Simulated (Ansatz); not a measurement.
# Ti7Si6N7: the cost of one run

Program: Ansatz 0.2.0. Level of theory: DFT PBE, scalar-relativistic, plane waves, PAW. These are calculated values, not measurements.

## 1. The system as given

The cell holds 20 atoms (N7Si6Ti7): a = 6.518 Å, b = 6.250 Å, c = 6.419 Å, α = 90.47°, β = 90.99°, γ = 82.45°.

It is the last frame of an earlier stage of the same melt, run at 4000 K.

Structure file:

```xyz
20
Lattice="6.5043 0.4199 -0.0552 0.4199 6.2358 -0.0244 -0.0552 -0.0244 6.4190" Properties=species:S:1:pos:R:3 pbc="T T T"
Si    5.3934    1.0074    0.3296
Si    6.3024    4.5420    4.1465
Si    4.8489    4.9958   -0.0203
Si    1.2795    5.4309    0.4702
Si    2.8913    1.5754    0.8692
Si    5.8224    0.9348    4.3481
Ti    3.2703    3.0645    4.9512
Ti    4.3503    5.7634    2.5968
Ti    4.7851    2.5149    2.1667
Ti    0.9022    1.8881    5.6236
Ti    2.5022    4.0171    2.1264
Ti    2.4930    5.7404    4.7394
Ti    1.1896    1.6308    2.2458
N     3.7210    3.0415    0.8219
N     0.3972    3.5321    2.5894
N     2.4658    5.8322    2.8746
N     4.1031    3.9733    3.5345
N     6.1771    2.6933    0.5089
N     1.4549    3.8948    5.3425
N     2.6642    1.0968    5.6142
```

## 2. The last frame at 4000 K on a finer mesh

The electrons keep the Fermi-Dirac width of that temperature.

Input file input.yaml:

```yaml
crystal:
  lattice:
    - [6.50428, 0.419904, -0.055204]
    - [0.419904, 6.235821, -0.024401]
    - [-0.055204, -0.024401, 6.419048]
  atoms:
    - { symbol: Si, position: [0.8228444208, 0.1063704886, 0.0588354991] }
    - { symbol: Si, position: [0.931398683, 0.6682288639, 0.6565150496] }
    - { symbol: Si, position: [0.6968481123, 0.7542447461, 0.005704482] }
    - { symbol: Si, position: [0.1417459105, 0.8616773478, 0.0777431545] }
    - { symbol: Si, position: [0.4312370239, 0.2241474574, 0.1399634784] }
    - { symbol: Si, position: [0.8950268846, 0.0923235161, 0.6854270561] }
    - { symbol: Ti, position: [0.4795439291, 0.462188283, 0.7772117925] }
    - { symbol: Ti, position: [0.6152468089, 0.8844212108, 0.4131985026] }
    - { symbol: Ti, position: [0.7156004237, 0.3564601068, 0.3450490057] }
    - { symbol: Ti, position: [0.1269448042, 0.2976666487, 0.8783058522] }
    - { symbol: Ti, position: [0.3473903735, 0.6221175092, 0.3366227272] }
    - { symbol: Ti, position: [0.3314227604, 0.9011424478, 0.7446169387] }
    - { symbol: Ti, position: [0.1696437908, 0.2514780078, 0.3522835421] }
    - { symbol: "N", position: [0.5440636501, 0.4516350455, 0.1344352921] }
    - { symbol: "N", position: [0.0279650043, 0.5661180145, 0.4057892527] }
    - { symbol: "N", position: [0.3238656152, 0.9152436881, 0.4540804483] }
    - { symbol: "N", position: [0.5968920976, 0.5991646433, 0.5580377007] }
    - { symbol: "N", position: [0.9265765077, 0.369855268, 0.0886558876] }
    - { symbol: "N", position: [0.1910710473, 0.6149926216, 0.8362673125] }
    - { symbol: "N", position: [0.4072623021, 0.151901503, 0.8786948909] }
basis:
  ecutwfc: 420
kpoints:
  mp_grid: { grid: [4, 4, 4] }
hamiltonian:
  xc: pbe
scf:
  occupations: { method: fermi_dirac, width: 0.3447 }
output:
  forces: true
  stress: true
  eigenvalues: true
  populations: true
  write_density: true
  write_potential: true
  elf: true
  volumetric_format: npy
```

Command:

```
$ ansatz run input.yaml --threads 2 --pin off --max-ram 5120MiB --backend cpu --events-out ev --progress --plain --runs-dir out
```

**Question.** How long does this run take on 2 threads of Intel Xeon at 2.50GHz (Skylake/Cascade Lake), shared host, and how much memory does it need?

About 1.9 min, with a peak of 1 GiB.
